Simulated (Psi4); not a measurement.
# CH4F2Si (SMILES C[SiH](F)F): OMP2/cc-pVDZ (density fitting for correlation)

Aim: the energy change on altering one bond length of CH4F2Si at OMP2/cc-pVDZ (density fitting for correlation), from 2 runs. 

The calculation is run with Psi4 1.11.

3 further runs of the same task are left out: 2 that didn't finish, 1 set aside as unsound or not needed.

### Step 1. The system as given

CH4F2Si: 8 atoms, total charge 0, spin state singlet. As SMILES, `C[SiH](F)F`. Geometry: relaxed at PBE0-D4/def2-TZVP.

Bond lengths: C1–Si2 1.840 Å, Si2–F3 1.591 Å, Si2–F4 1.591 Å, C1–H5 1.092 Å, C1–H6 1.093 Å, C1–H7 1.093 Å, Si2–H8 1.477 Å. Some angles: C1–Si2–F3 109.8°, C1–Si2–F4 109.8°, F3–Si2–F4 106.8°, C1–Si2–H8 114.8°, F3–Si2–H8 107.6°, F4–Si2–H8 107.6°, Si2–C1–H5 110.7°, Si2–C1–H6 110.6°, Si2–C1–H7 110.6°, H5–C1–H6 108.3°.

### Step 2. The energy at OMP2/cc-pVDZ (density fitting for correlation)

input.in

```
memory 2200 MB

molecule system {
  0 1
  C     -0.73151298     1.66617152    -0.33013515
  Si     0.62228681    -1.46491569     0.34128454
  F      3.62128217    -1.28180123     0.42840091
  F     -0.06689630    -3.37108243    -1.87838777
  H     -0.02532233     2.39806245    -2.12669778
  H     -0.23186940     3.00655426     1.15896903
  H     -2.79074754     1.55789022    -0.43728263
  H     -0.22317666    -2.61859349     2.73821315
  units bohr
  symmetry c1
}

set globals {
  puream          true
  e_convergence   1e-09
  d_convergence   1e-08
  scf_type        pk
  num_frozen_docc 8
}

result, w = energy('omp2/cc-pVDZ', return_wfn=True)
print_variables()
```

Command:

```
psi4 input.in input.out -n 1
```

input.out, shortened:

```text
[...]
  Running in c1 symmetry.
[...]
  Nuclear repulsion =  183.047944753900339
[...]
  Multiplicity = 1
[...]
  Nalpha       = 21
  Nbeta        = 21
[...]
    Number of basis functions: 80
[...]
   @RHF iter   1:  -528.04254559844094   -8.08987e-01   5.83489e-03 DIIS/ADIIS
[...]
   @RHF iter  10:  -528.14434878491329   -5.91172e-12   5.22621e-09 DIIS
[...]
    Orbital Energies [Eh]
    ---------------------
    Doubly Occupied:
       1A    -68.871164     2A    -26.293914     3A    -26.293908
       4A    -11.235121     5A     -6.212035     6A     -4.320571
       7A     -4.318869     8A     -4.316872     9A     -1.607457
      10A     -1.587343    11A     -0.976153    12A     -0.786206
      13A     -0.708354    14A     -0.693123    15A     -0.683857
      16A     -0.655026    17A     -0.635832    18A     -0.586613
      19A     -0.573424    20A     -0.557073    21A     -0.474394
[...]
  @RHF Final Energy:  -528.14434878491329
   => Energetics <=
    Nuclear Repulsion Energy =            183.0479447539003388
    One-Electron Energy =               -1097.6099696645615040
    Two-Electron Energy =                 386.4176761257479029
    Total Energy =                       -528.1443487849132907
[...]
 Multipole Moments:
 ------------------------------------------------------------------------------------
     Multipole            Electronic (a.u.)      Nuclear  (a.u.)        Total (a.u.)
 ------------------------------------------------------------------------------------
 L = 1.  Multiply by 2.5417464519 to convert [e a0] to [Debye]
 Dipole X            :          3.6759360           -4.2762117           -0.6002757
 Dipole Y            :         -5.0669692            5.7380870            0.6711179
 Dipole Z            :         -1.2880383            1.6399405            0.3519022
 Magnitude           :                                                    0.9667291
[...]
	Warning: cc_lambda option is changed to TRUE
	For this residual convergence, default PCG convergence is:     1.00e-07
[...]
	DF-MP2 Total Energy (a.u.)         :  -528.75883807152343
[...]
	DF-MP2 Total Energy (a.u.)         :  -528.76496440430833
[...]
	DF-OMP2 Total Energy (a.u.)        :  -528.76496440430753
[...]
```

Run time: 20 s. Hardware: 1 thread of AMD EPYC 7R43 (Zen 3), shared host; peak memory 0.37 GiB.

### Step 3. The distorted shape, same level

job.dat

```
memory 2.2 GB

molecule m {
  C     -0.602015     1.378759    -0.281288
  Si     0.329300    -0.775200     0.180600
  F      1.916300    -0.678300     0.226700
  F     -0.035400    -1.783900    -0.994000
  H     -0.228315     1.766059    -1.231988
  H     -0.337615     2.088059     0.506712
  H     -1.691715     1.321459    -0.337988
  H     -0.118100    -1.385700     1.449000
  symmetry c1
  no_reorient
  no_com
}

set basis cc-pVDZ
set reference rhf
set puream true
set e_convergence 1e-09
set d_convergence 1e-08
set scf_type pk
set num_frozen_docc 8

energy("omp2")
print_variables()
```

Command:

```
psi4 job.dat job.out -n 1
```

job.out, shortened:

```text
[...]
  Running in c1 symmetry.
[...]
  Nuclear repulsion =  171.564865258876523
[...]
  Multiplicity = 1
[...]
  Nalpha       = 21
  Nbeta        = 21
[...]
    Number of basis functions: 80
[...]
   @RHF iter   1:  -527.97285813824192   -1.18215e+00   5.93643e-03 DIIS/ADIIS
[...]
   @RHF iter  11:  -528.08726928724832   -1.25056e-12   2.76720e-09 DIIS
[...]
    Orbital Energies [Eh]
    ---------------------
    Doubly Occupied:
       1A    -68.906609     2A    -26.305876     3A    -26.305870
       4A    -11.261957     5A     -6.240211     6A     -4.349209
       7A     -4.347272     8A     -4.344897     9A     -1.617778
      10A     -1.597704    11A     -0.930572    12A     -0.797829
      13A     -0.715761    14A     -0.701571    15A     -0.691023
      16A     -0.662723    17A     -0.644852    18A     -0.568984
      19A     -0.559755    20A     -0.556409    21A     -0.406181
[...]
  @RHF Final Energy:  -528.08726928724832
   => Energetics <=
    Nuclear Repulsion Energy =            171.5648652588765231
    One-Electron Energy =               -1074.2781844864932737
    Two-Electron Energy =                 374.6260499403683184
    Total Energy =                       -528.0872692872483185
[...]
 Multipole Moments:
 ------------------------------------------------------------------------------------
     Multipole            Electronic (a.u.)      Nuclear  (a.u.)        Total (a.u.)
 ------------------------------------------------------------------------------------
 L = 1.  Multiply by 2.5417464519 to convert [e a0] to [Debye]
 Dipole X            :        -29.9014333           29.3861200           -0.5153134
 Dipole Y            :         40.0392339          -39.5900817            0.4491522
 Dipole Z            :         11.1494281          -10.7323065            0.4171216
 Magnitude           :                                                    0.8007971
[...]
	Warning: cc_lambda option is changed to TRUE
	For this residual convergence, default PCG convergence is:     1.00e-07
[...]
	DF-MP2 Total Energy (a.u.)         :  -528.70519539658449
[...]
	DF-MP2 Total Energy (a.u.)         :  -528.71234063771158
[...]
	DF-OMP2 Total Energy (a.u.)        :  -528.71234063772351
[...]
```

It took 19 s on 1 thread of AMD EPYC 7R43 (Zen 3), shared host; peak memory 0.36 GiB.

### Step 4. Outcome

Level: OMP2/cc-pVDZ (density fitting for correlation), 8 core orbitals frozen.

| quantity | value |
| --- | --- |
| first shape: total energy | -528.76496 Eh |
| first shape: HOMO energy (Hartree–Fock orbitals) | -12.91 eV |
| first shape: LUMO energy (Hartree–Fock orbitals) | 4.83 eV |
| first shape: HOMO–LUMO gap (Hartree–Fock orbitals) | 17.74 eV |
| first shape: correlation energy (8 core orbitals frozen) | -620.6 mEh |
| distorted shape: total energy | -528.71234 Eh |
| distorted shape: HOMO energy (Hartree–Fock orbitals) | -11.05 eV |
| distorted shape: LUMO energy (Hartree–Fock orbitals) | 3.75 eV |
| distorted shape: HOMO–LUMO gap (Hartree–Fock orbitals) | 14.81 eV |
| distorted shape: correlation energy (8 core orbitals frozen) | -625.1 mEh |
| energy change with the C1–Si2 bond stretched from 1.840 to 2.392 Å | 1.432 eV |

With the C1–Si2 bond stretched from 1.840 to 2.392 Å the energy rises by 1.43 eV (33 kcal/mol). The first shape isn't relaxed at this level, so the change isn't measured from a minimum.
